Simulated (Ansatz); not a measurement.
# AlF₂HSe: ionisation energy by level of theory

One table from this session's results is given with a row withheld; the runs are named, their logs left out.

Method: unrestricted cation, the program's frozen cores in correlated methods; program: Ansatz 0.2.0, Gaussian basis.

Levels to be run: UKS PBE-D4/def2-TZVPP; UKS r2SCAN-D4/def2-TZVPP; UKS PBE0-D4/def2-TZVPP; UKS B3LYP-D4/def2-TZVPP; UKS wB97X-V/def2-TZVPP; UKS wB97M-V/def2-TZVPP; UKS B2PLYP/def2-TZVPP; UHF-CCSD(T)/def2-TZVPP; UHF-CCSD(T)/def2-QZVPP; extrapolation to the limit; then −ε(HOMO) from the neutral's earlier runs with LDA (SPW92), PBE-D4, revPBE-D4, BLYP-D4, r2SCAN-D4, B97M-V, PBE0-D4, B3LYP-D4, r2SCANh-D4, r2SCAN0-D4, HSE06-D4, BHLYP-D4, CAM-B3LYP-D4, LC-ωPBE, ωB97X-V, ωB97M-V.

## The geometry

The geometry comes from an earlier relaxation with PBE0-D4 in a triple-zeta def2 set; it is a stationary point.

SMILES `[F][Al]([F])[SeH]`, 5 atoms, charge 0, spin multiplicity 1.

Atoms are counted from 1 here; the program's logs count them from 0.

Bond lengths: F1–Al2 1.637 Å, Al2–F3 1.638 Å, Al2–Se4 2.285 Å, Se4–H5 1.470 Å. Angles: F1–Al2–F3 119.2°, F1–Al2–Se4 119.5°, F3–Al2–Se4 121.3°, Al2–Se4–H5 89.8°.

Set-up of the first run:

Input file in.yaml:

```yaml
crystal:
  periodic: [false, false, false]
  atoms:
    - {symbol: F, position_ang: [0.820030, -0.356155, 2.013499]}
    - {symbol: Al, position_ang: [0.406708, -0.281221, 0.431772]}
    - {symbol: F, position_ang: [1.229210, -1.192008, -0.652550]}
    - {symbol: Se, position_ang: [-1.302537, 1.088610, -0.219774]}
    - {symbol: H, position_ang: [-1.103611, 0.667073, -1.614349]}
basis:
  gaussian: {orbitals: def2-TZVPP}
total_charge: 1
magnetization: {spin_polarized: true, initial_magnetization: 1}
hamiltonian: {xc: pbe, dispersion: d4}
```

The run is started by

```sh
$ ansatz run in.yaml --threads 2 --pin off --events-out ev --progress --plain --max-ram 31744MiB --backend cpu
```

Among the steps run: Cation, UKS PBE-D4/def2-TZVPP; Cation, UKS r2SCAN-D4/def2-TZVPP; Cation, UKS PBE0-D4/def2-TZVPP; Cation, UKS B3LYP-D4/def2-TZVPP; Cation, UKS wB97X-V/def2-TZVPP; Cation, UKS wB97M-V/def2-TZVPP; Cation, UKS B2PLYP (frozen core)/def2-TZVPP; Cation, UHF-CCSD(T)/def2-TZVPP; Cation, UHF-CCSD(T)/def2-QZVPP.

One of the session's tables, all rows but one given; the rest of the session is left out.

For comparison, −ε(HOMO) of the neutral from earlier runs:

| functional | −ε(HOMO) (eV) |
| --- | --- |
| LDA (SPW92) | 6.91 |
| PBE-D4 | 6.75 |
| revPBE-D4 | 6.69 |
| BLYP-D4 | 6.56 |
| r2SCAN-D4 | 7.03 |
| B97M-V | 7.05 |
| PBE0-D4 | 7.91 |
| B3LYP-D4 | 7.65 |
| r2SCANh-D4 | 7.45 |
| r2SCAN0-D4 | 8.09 |
| HSE06-D4 | 7.51 |
| BHLYP-D4 | 8.88 |
| CAM-B3LYP-D4 | 9.17 |
| LC-ωPBE | ? |
| ωB97X-V | 10.18 |
| ωB97M-V | 10.03 |

Q: Estimate the row for LC-ωPBE from the others.

As computed: −ε(HOMO) (eV): 10.54. In the column «−ε(HOMO) (eV)» it is the highest.
